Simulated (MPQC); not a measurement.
# GaCl (SMILES [Cl][Ga]): levels of theory compared

We compute a comparison of 6 runs (HF/6-31G, HF/aug-cc-pVDZ, PBE0/6-31G, PBE0/6-31G*, PBE0/def2-SVP, MP2/STO-3G) of GaCl. 

The calculation is run with MPQC 2.3.1.

2 further runs of the same task are left out: 1 that didn't finish, 1 set aside as unsound or not needed.

### 1 Starting point

GaCl: 2 atoms, total charge 0, spin state singlet. SMILES: `[Cl][Ga]`. The shape comes from GFN2-xTB, which is rough for such elements, and wasn't checked as a minimum.

Bond lengths: Cl1–Ga2 2.169 Å.

### 2 Energy and gradient at HF/6-31G (run 1)

The input, run.in:

```
molecule<Molecule>: (
  symmetry = c1
  unit = bohr
  { atoms geometry } = {
    Cl [ 0.00000000 0.00000000 0.00000000 ]
    Ga [ 0.00000000 0.00000000 4.09806007 ]
  }
)
basis<GaussianBasisSet>: (
  name = "6-31G"
  molecule = $:molecule
  basisdir = "."
  puream = yes
)
mpqc: (
  checkpoint = no
  savestate = no
  restart = no
  do_energy = yes
  do_gradient = yes
  optimize = no
  mole<CLHF>: (
    molecule = $:molecule
    basis = $:basis
    total_charge = 0
    memory = 1000000000
    print_evals = yes
    maxiter = 120
    value_accuracy = 1e-08
    guess_wavefunction<CLHF>: (
      molecule = $:molecule
      total_charge = 0
      memory = 1000000000
      value_accuracy = 1e-3
      basis<GaussianBasisSet>: (
        name = "STO-3G"
        molecule = $:molecule
      )
    )
  )
)
```

The basis set 6-31G is read from a file made from the Basis Set Exchange's data (not shown).

Run with:

```bash
$ mpqc run.in > run.out
```

The log of the run:

```text
MPQC: Massively Parallel Quantum Chemistry
[...]
  LUMO is    25   A =   0.024985
  total scf energy = -2382.4555674064
[...]
Value of the MolecularEnergy: -2382.4555674064
  Gradient of the MolecularEnergy:
      1    0.0000000000
      2   -0.0000000000
      3    0.0393514847
      4   -0.0000000000
      5    0.0000000000
      6   -0.0393514847
  Function Parameters:
    value_accuracy    = 2.235015e-09 (1.000000e-08) (computed)
    gradient_accuracy = 2.235015e-07 (1.000000e-06) (computed)
    hessian_accuracy  = 0.000000e+00 (1.000000e-04)
[...]
      symmetry = c1
[...]
```

It took 1.4 s on 1 thread of Arm Neoverse V2, shared host.

### 3 Energy and gradient at HF/aug-cc-pVDZ (run 2)

The input, input.in:

```
molecule<Molecule>: (
  symmetry = c1
  unit = angstrom
  { atoms geometry } = {
    Cl [ 0.000000       0.000000       0.000000 ]
    Ga [ 0.000000       0.000000       2.168600 ]
  }
)
basis<GaussianBasisSet>: (
  name = "aug-cc-pVDZ"
  molecule = $:molecule
  basisdir = "."
  puream = yes
)
mpqc: (
  checkpoint = no
  savestate = no
  restart = no
  do_energy = yes
  do_gradient = yes
  optimize = no
  mole<CLHF>: (
    molecule = $:molecule
    basis = $:basis
    total_charge = 0
    memory = 1000000000
    print_evals = yes
    maxiter = 120
    value_accuracy = 1e-08
    guess_wavefunction<CLHF>: (
      molecule = $:molecule
      total_charge = 0
      memory = 1000000000
      value_accuracy = 1e-3
      basis<GaussianBasisSet>: (
        name = "3-21G"
        molecule = $:molecule
      )
    )
  )
)
```

The basis set aug-cc-pVDZ is read from a file made from the Basis Set Exchange's data (not shown).

Run with:

```bash
$ mpqc -o input.out input.in
```

The log of the run:

```text
MPQC: Massively Parallel Quantum Chemistry
[...]
  LUMO is    25   A =   0.017177
  total scf energy = -2382.7958286355
[...]
Value of the MolecularEnergy: -2382.7958286355
  Gradient of the MolecularEnergy:
      1   -0.0000000000
      2   -0.0000000000
      3    0.0222527442
      4    0.0000000000
      5    0.0000000000
      6   -0.0222527442
  Function Parameters:
    value_accuracy    = 7.190431e-09 (1.000000e-08) (computed)
    gradient_accuracy = 7.190431e-07 (1.000000e-06) (computed)
    hessian_accuracy  = 0.000000e+00 (1.000000e-04)
[...]
      symmetry = c1
[...]
```

It took 24 s on 1 thread of Arm Neoverse V2, shared host; peak memory 0.1 GiB.

### 4 Energy and forces at PBE0/6-31G (run 3)

The input, job.in:

```
molecule<Molecule>: (
   symmetry = c1
   unit = angstrom
   { atoms geometry } = {
      Cl [ 0.000000 0.000000 0.000000 ]
      Ga [ 0.000000 0.000000 2.168600 ]
   }
)
basis<GaussianBasisSet>: (
   name = "6-31G"
   molecule = $:molecule
   basisdir = "."
   puream = yes
)
mpqc: (
   checkpoint = no
   savestate = no
   restart = no
   do_energy = yes
   do_gradient = yes
   optimize = no
   mole<CLKS>: (
      molecule = $:molecule
      basis = $:basis
      total_charge = 0
      memory = 1000000000
      print_evals = yes
      maxiter = 120
      value_accuracy = 1e-08
      functional<SumDenFunctional>: (
         a0 = 0.25
         coefs = [ 0.75 1 ]
         funcs: [ <PBEXFunctional>: () <PBECFunctional>: () ]
      )
      integrator<RadialAngularIntegrator>: ( grid = xfine )
      guess_wavefunction<ExtendedHuckelWfn>: (
         molecule = $:molecule
         total_charge = 0
         multiplicity = 1
         basis<GaussianBasisSet>: (
            name = "STO-3G"
            molecule = $:molecule
         )
      )
   )
)
```

The basis set 6-31G is read from a file made from the Basis Set Exchange's data (not shown).

Run with:

```bash
$ mpqc job.in > job.out
```

The log of the run:

```text
MPQC: Massively Parallel Quantum Chemistry
[...]
  CLSCF::init: total charge = 0
[...]
  nbasis = 40
[...]
  WARNING: BeckeIntegrationWeight usually uses the atomic maximum
           probability radius, however this is not available for
[...]
  Integrated electron density error = 0.007717931292
  iter     1 energy = -2204.1553439976 delta = 3.34176e-01
[...]
  Integrated electron density error = 0.000000588776
  iter    18 energy = -2384.3308389287 delta = 8.38971e-07
  Integrated electron density error = 0.000000588791
  iter    19 energy = -2384.3308389284 delta = 1.62346e-08
  Integrated electron density error = 0.000000588791
  iter    20 energy = -2384.3308389284 delta = 1.10231e-08
[...]
  LUMO is    25   A =  -0.063623
  total scf energy = -2384.3308389284
[...]
  Integrated electron density error = 0.000000580986
  Total Gradient:
[...]
Value of the MolecularEnergy: -2384.3308389284
  Gradient of the MolecularEnergy:
      1   -0.0000000034
      2   -0.0000000034
      3    0.0335788472
      4    0.0000000034
      5    0.0000000034
      6   -0.0335788472
  Closed Shell Kohn-Sham (CLKS) Parameters:
    Function Parameters:
      value_accuracy    = 1.421767e-09 (1.000000e-08) (computed)
      gradient_accuracy = 1.421767e-07 (1.000000e-06) (computed)
      hessian_accuracy  = 0.000000e+00 (1.000000e-04)
[...]
        symmetry = c1
[...]
```

Run time: 7.5 s. Hardware: 1 thread of Arm Neoverse V2, shared host.

Runs 4 to 5 aren't shown in full; the table further down has their settings and results.

### 5 Energy and gradient at MP2/STO-3G (run 6)

The input, job.in:

```
molecule<Molecule>: (
    symmetry = c1
    unit = angstrom
    { atoms geometry } = {
        Cl [ 0.000000       0.000000       0.000000 ]
        Ga [ 0.000000       0.000000       2.168600 ]
    }
)
basis<GaussianBasisSet>: (
    name = "STO-3G"
    molecule = $:molecule
    basisdir = "."
    puream = yes
)
mpqc: (
    checkpoint = no
    savestate = no
    restart = no
    do_energy = yes
    do_gradient = yes
    optimize = no
    mole<MBPT2>: (
        molecule = $:molecule
        basis = $:basis
        memory = 1000000000
        method = mp
        nfzc = 14
        reference<CLHF>: (
            molecule = $:molecule
            basis = $:basis
            total_charge = 0
            memory = 1000000000
            print_evals = yes
            maxiter = 120
            value_accuracy = 1e-08
            guess_wavefunction<CLHF>: (
                molecule = $:molecule
                total_charge = 0
                memory = 1000000000
                value_accuracy = 1e-3
                basis<GaussianBasisSet>: (
                    name = "STO-3G"
                    molecule = $:molecule
                )
            )
        )
    )
)
```

The basis set STO-3G is read from a file made from the Basis Set Exchange's data (not shown).

Run with:

```bash
$ mpqc job.in > job.out
```

The log of the run:

```text
MPQC: Massively Parallel Quantum Chemistry
[...]
  LUMO is    25   A =   0.161415
  total scf energy = -2355.4779300011
[...]
  MP2 correlation energy [au]:         -0.040839103674
  MP2 energy [au]:                   -2355.518769104770
[...]
Value of the MolecularEnergy: -2355.5187691048
  Gradient of the MolecularEnergy:
      1   -0.0000000000
      2   -0.0000000000
      3   -0.0365615513
      4    0.0000000000
      5    0.0000000000
      6    0.0365615513
[...]
        symmetry = c1
[...]
```

Run time: 0.56 s. Hardware: 1 thread of Arm Neoverse V2, shared host.

### 6 Overview of the runs

```tsv
run	level	starting guess	integration grid	energy (Eh)	HOMO energy (eV)	LUMO energy (eV)	HOMO–LUMO gap (eV)	wall time
1	HF/6-31G	STO-3G	–	-2382.455567	-9.53	0.68	10.21	1.4 s
2	HF/aug-cc-pVDZ	3-21G	–	-2382.795829	-9.52	0.47	9.98	24 s
3	PBE0/6-31G	huckel STO-3G	xfine	-2384.330839	-7.41	-1.73	5.68	7.5 s
4	PBE0/6-31G* (spherical functions)	STO-3G	xfine	-2384.417575	-7.47	-1.66	5.81	9.9 s
5	PBE0/def2-SVP	STO-3G	xfine	-2384.321382	-7.32	-1.51	5.81	9.3 s
6	MP2/STO-3G	STO-3G	–	-2355.518769	-6.90	4.39	11.30	0.56 s
```

### 7 Outcome

```
                                           quantity           value
                                run 6: total energy  -2355.51877 Eh
         run 6: HOMO energy (Hartree–Fock orbitals)        -6.90 eV
         run 6: LUMO energy (Hartree–Fock orbitals)         4.39 eV
       run 6: HOMO–LUMO gap (Hartree–Fock orbitals)        11.30 eV
run 6: correlation energy (14 core orbitals frozen)       -40.8 mEh
                    run 6: largest force on an atom      1.880 eV/Å
```

**Reading.** Over runs 1, 2, 3, 4, 5 the HOMO–LUMO gap runs from 5.68 eV (PBE0/6-31G) to 10.21 eV (HF/6-31G). Exact exchange widens orbital gaps. In run 6 the basis is minimal, so the values are rough. All runs together took 53 s, the longest 24 s.
